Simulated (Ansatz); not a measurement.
# NaCaF3: the cost of one run

Computed with Ansatz 0.2.0 (DFT PBE, scalar-relativistic, plane waves, PAW, unless a step's input says otherwise).

### Step 1. The system as given

Symmetry: Pm-3m, No. 221, cubic system. The conventional cell has a = 4.394 Å, b = 4.394 Å, c = 4.394 Å, α = 90.00°, β = 90.00°, γ = 90.00°. Na (site symmetry m-3m) has 6 F at 2.20 Å as nearest neighbours. Ca (site symmetry m-3m) has 12 F at 3.11 Å as nearest neighbours. F (site symmetry 4/mmm) is surrounded by 2 Na at 2.20 Å and 4 Ca at 3.11 Å.

As a file:

```
Na Ca F
1.0
     4.39365    0.00000    0.00000
     0.00000    4.39365    0.00000
     0.00000    0.00000    4.39365
Na Ca F
1 1 3
Direct
  0.00000 0.00000 0.00000
  0.50000 0.50000 0.50000
  0.50000 0.00000 0.00000
  0.00000 0.50000 0.00000
  0.00000 0.00000 0.50000
```

A structure generator made this guess: perovskite family, tilts a0a0a0 (Pm-3m, No. 221). Its size is a rough estimate.

### Step 2. A first look at the guess

input.yaml reads:

```yaml
crystal:
  lattice:
    - [4.39364585, 0.0, 0.0]
    - [0.0, 4.39364585, 0.0]
    - [0.0, 0.0, 4.39364585]
  atoms:
    - { symbol: Na, position: [0.0, 0.0, 0.0] }
    - { symbol: Ca, position: [0.5, 0.5, 0.5] }
    - { symbol: F, position: [0.5, 0.0, 0.0] }
    - { symbol: F, position: [0.0, 0.5, 0.0] }
    - { symbol: F, position: [0.0, 0.0, 0.5] }
basis:
  ecutwfc: 420
kpoints:
  mp_grid: { grid: [4, 4, 4] }
hamiltonian:
  xc: pbe
scf:
  occupations: { method: gaussian, width: 0.1 }
  lower_state_search: "off"
output:
  forces: true
  stress: true
  eigenvalues: true
```

Launch:

```console
$ ansatz run input.yaml --threads 1 --pin off --max-ram 2048MiB --backend cpu --events-out ev --progress --plain --runs-dir out
```

Q: Estimate wall time and peak memory on 1 thread of Arm Neoverse V1, shared host.

About 1.3 s, with a peak of 0.28 GiB.
